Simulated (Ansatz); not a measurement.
# ClGaH2S: basis-set convergence

How large a basis does ClGaH2S need? Two functionals are run in growing sets.

Method: one geometry, several basis sets; program: Ansatz 0.2.0, Gaussian basis.

The runs, in order: PBE0-D4/def2-SVP; ωB97M-V/def2-SVP; PBE0-D4/def2-QZVPP; ωB97M-V/def2-QZVPP; the functionals' def2-TZVPP values are taken from earlier runs.

**1. The relaxed structure**

The geometry comes from an earlier relaxation with PBE0-D4 in a triple-zeta def2 set; it is a stationary point.

SMILES `[SH][GaH][Cl]`, 5 atoms, charge 0, spin multiplicity 1.

Atoms are counted from 1 here; the program's logs count them from 0.

Bond lengths: S1–Ga2 2.186 Å, S1–H4 1.344 Å, Ga2–Cl3 2.139 Å, Ga2–H5 1.551 Å. Angles: Ga2–S1–H4 93.3°, S1–Ga2–Cl3 113.8°, S1–Ga2–H5 126.1°, Cl3–Ga2–H5 120.0°.

**2. PBE0-D4 in def2-SVP**

in.yaml reads:

```yaml
crystal:
  periodic: [false, false, false]
  atoms:
    - {symbol: S, position_ang: [-1.582244, -0.404850, -0.274952]}
    - {symbol: Ga, position_ang: [0.535532, -0.033673, 0.117337]}
    - {symbol: Cl, position_ang: [1.645812, -1.796461, 0.601374]}
    - {symbol: H, position_ang: [-1.845914, 0.891358, -0.514702]}
    - {symbol: H, position_ang: [1.246814, 1.343626, 0.070944]}
basis:
  gaussian: {orbitals: def2-SVP}
hamiltonian: {xc: pbe0, dispersion: d4}
output: {orbitals: {seedname: orbitals}}
```

Started as:

```
> ansatz run in.yaml --threads 2 --pin off --events-out ev --progress --plain --max-ram 32768MiB --backend cpu
```

The runs that follow: ωB97M-V in def2-SVP; PBE0-D4 in def2-QZVPP; ωB97M-V in def2-QZVPP.

Before running them: what should the planned runs give, taken together? Wanted: PBE0-D4: double and triple zeta above quadruple; ωB97M-V: double and triple zeta above quadruple.

The runs gave:

| quantity | value |
| --- | --- |
| PBE0-D4: double and triple zeta above quadruple | 16.72, 1.88 eV |
| ωB97M-V: double and triple zeta above quadruple | 16.55, 1.81 eV |

**Reading.** For PBE0-D4 the step from double to triple zeta gains 14.84 eV and the next only 1.88 eV. These are total energies; as a rule much of such shifts cancels in differences, which this series doesn't test.
